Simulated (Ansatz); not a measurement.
# Ge4H8: taking an electron away

The task here is to estimate one member of a computed series from the others.

The runs use Ansatz 0.2.0, Gaussian basis; unrestricted cation, the program's frozen cores in correlated methods.

Levels to be run: UKS PBE-D4/def2-TZVPP; UKS r2SCAN-D4/def2-TZVPP; UKS PBE0-D4/def2-TZVPP; UKS B3LYP-D4/def2-TZVPP; UKS wB97X-V/def2-TZVPP; UKS wB97M-V/def2-TZVPP; UKS B2PLYP/def2-TZVPP; UHF-CCSD(T)/def2-TZVPP; UHF-MP2/def2-QZVPP; extrapolation to the limit; then −ε(HOMO) from the neutral's earlier runs with LDA (SPW92), PBE-D4, revPBE-D4, BLYP-D4, r2SCAN-D4, B97M-V, PBE0-D4, B3LYP-D4, r2SCANh-D4, r2SCAN0-D4, HSE06-D4, BHLYP-D4, CAM-B3LYP-D4, LC-ωPBE, ωB97X-V, ωB97M-V.

### Structure used throughout

An earlier PBE0-D4 in a triple-zeta def2 set relaxation fixed the geometry.

12 atoms, charge 0, spin multiplicity 1.

Atoms are counted from 1 here; the program's logs count them from 0.

Bond lengths: Ge1–Ge2 2.454 Å, Ge1–Ge4 2.454 Å, Ge1–H5 1.539 Å, Ge1–H6 1.539 Å, Ge2–Ge3 2.454 Å, Ge2–H7 1.539 Å, Ge2–H8 1.539 Å, Ge3–Ge4 2.454 Å, Ge3–H9 1.539 Å, Ge3–H10 1.539 Å, Ge4–H11 1.539 Å, Ge4–H12 1.539 Å. Angles: Ge2–Ge1–Ge4 90.0°, Ge2–Ge1–H5 114.4°, Ge2–Ge1–H6 114.4°, Ge4–Ge1–H5 114.4°, Ge4–Ge1–H6 114.4°, H5–Ge1–H6 108.4°, Ge1–Ge2–Ge3 90.0°, Ge1–Ge2–H7 114.4°, Ge1–Ge2–H8 114.5°, Ge3–Ge2–H7 114.4°, Ge3–Ge2–H8 114.4°, H7–Ge2–H8 108.4°, Ge2–Ge3–Ge4 90.0°, Ge2–Ge3–H9 114.4°, Ge2–Ge3–H10 114.4°, Ge4–Ge3–H9 114.4°, Ge4–Ge3–H10 114.4°, H9–Ge3–H10 108.4° and more.

The first run:

Contents of in.yaml:

```yaml
crystal:
  periodic: [false, false, false]
  atoms:
    - {symbol: Ge, position_ang: [-1.345206, 0.589353, -0.923934]}
    - {symbol: Ge, position_ang: [1.078938, 0.968411, -0.953165]}
    - {symbol: Ge, position_ang: [1.345295, -0.589948, 0.923423]}
    - {symbol: Ge, position_ang: [-1.078974, -0.968148, 0.953384]}
    - {symbol: H, position_ang: [-1.905542, -0.050008, -2.207380]}
    - {symbol: H, position_ang: [-2.180941, 1.840767, -0.599063]}
    - {symbol: H, position_ang: [1.500144, 2.416230, -0.642624]}
    - {symbol: H, position_ang: [1.777390, 0.526604, -2.251990]}
    - {symbol: H, position_ang: [1.906150, 0.048843, 2.206930]}
    - {symbol: H, position_ang: [2.180580, -1.841497, 0.597932]}
    - {symbol: H, position_ang: [-1.501252, -2.415978, 0.644404]}
    - {symbol: H, position_ang: [-1.776581, -0.524629, 2.252093]}
basis:
  gaussian: {orbitals: def2-TZVPP}
total_charge: 1
magnetization: {spin_polarized: true, initial_magnetization: 1}
hamiltonian: {xc: pbe, dispersion: d4}
```

Among the steps run: Cation, UKS PBE-D4/def2-TZVPP; Cation, UKS r2SCAN-D4/def2-TZVPP; Cation, UKS PBE0-D4/def2-TZVPP; Cation, UKS B3LYP-D4/def2-TZVPP; Cation, UKS wB97X-V/def2-TZVPP; Cation, UKS wB97M-V/def2-TZVPP; Cation, UKS B2PLYP (frozen core)/def2-TZVPP; Cation, UHF-CCSD(T)/def2-TZVPP; Cation, UHF-MP2/def2-QZVPP.

One table of the session follows, with a row left open; its other results are not shown here.

It belongs to the step «Ionisation energies side by side». For comparison, −ε(HOMO) of the neutral from earlier runs:

```
  functional  −ε(HOMO) (eV)
 LDA (SPW92)           6.58
      PBE-D4           6.42
   revPBE-D4           6.36
     BLYP-D4              ?
   r2SCAN-D4           6.67
      B97M-V           6.68
     PBE0-D4           7.35
    B3LYP-D4           7.13
  r2SCANh-D4           7.01
  r2SCAN0-D4           7.52
    HSE06-D4           6.97
    BHLYP-D4           8.11
CAM-B3LYP-D4           8.45
     LC-ωPBE           9.70
     ωB97X-V           9.41
     ωB97M-V           9.24
```

**Question.** Estimate the row for BLYP-D4.

Worked estimate for «−ε(HOMO) (eV)». Against the share of exact exchange, B3LYP-D4 (0.2, 7.13), BHLYP-D4 (0.5, 8.11) give a slope of 3.27 per unit share; at 0 the line stands at 6.48.

As computed: −ε(HOMO) (eV): 6.23. In «−ε(HOMO) (eV)» the line misses by +0.25.
